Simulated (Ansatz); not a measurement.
# CeO2: the cost of one run

Method: DFT PBE+U (U_eff = 5 eV on Ce 4f), scalar-relativistic, plane waves, PAW, in Ansatz 0.2.0.

These runs use a low cutoff (300 eV) and a coarse mesh on purpose, to show what cheap settings give: their numbers aren't properties of the material.

## Step 1: The system as given

It takes space group Fm-3m (No. 225, cubic). Conventional cell: a = 5.407 Å, b = 5.407 Å, c = 5.407 Å, α = 90.00°, β = 90.00°, γ = 90.00°. Around Ce (site symmetry m-3m) lie 8 O at 2.34 Å. O (site symmetry -43m) is surrounded by 4 Ce at 2.34 Å.

As a file:

```
Ce O
1.0
     0.00000    2.70365    2.70365
     2.70365    0.00000    2.70365
     2.70365    2.70365    0.00000
Ce O
1 2
Direct
  0.00000 0.00000 0.00000
  0.25000 0.25000 0.25000
  0.75000 0.75000 0.75000
```

## Step 2: The first run

File input.yaml:

```yaml
crystal:
  lattice:
    - [0.0, 2.70365, 2.70365]
    - [2.70365, 0.0, 2.70365]
    - [2.70365, 2.70365, 0.0]
  atoms:
    - { symbol: Ce, position: [0.0, 0.0, 0.0] }
    - { symbol: O, position: [0.25, 0.25, 0.25] }
    - { symbol: O, position: [0.75, 0.75, 0.75] }
basis:
  ecutwfc: 300
  ecutrho_ratio: 4
kpoints:
  mp_grid: { grid: [6, 6, 6] }
hamiltonian:
  xc: pbe
  hubbard: { sites: [{ species: Ce, l: f, u_eff: 5.0 }] }
scf:
  occupations: { method: gaussian, width: 0.05 }
output:
  forces: true
  stress: true
  eigenvalues: true
  populations: true
  hubbard: { sites: [{ species: Ce, l: f }] }
```

Command:

```
$ ansatz run input.yaml --threads 1 --pin off --max-ram 2560MiB --backend cpu --events-out ev --progress --plain --runs-dir out
```

What time and memory should one allow on 1 thread of Arm Neoverse V1, shared host?

About 3.5 s, with a peak of 0.28 GiB.
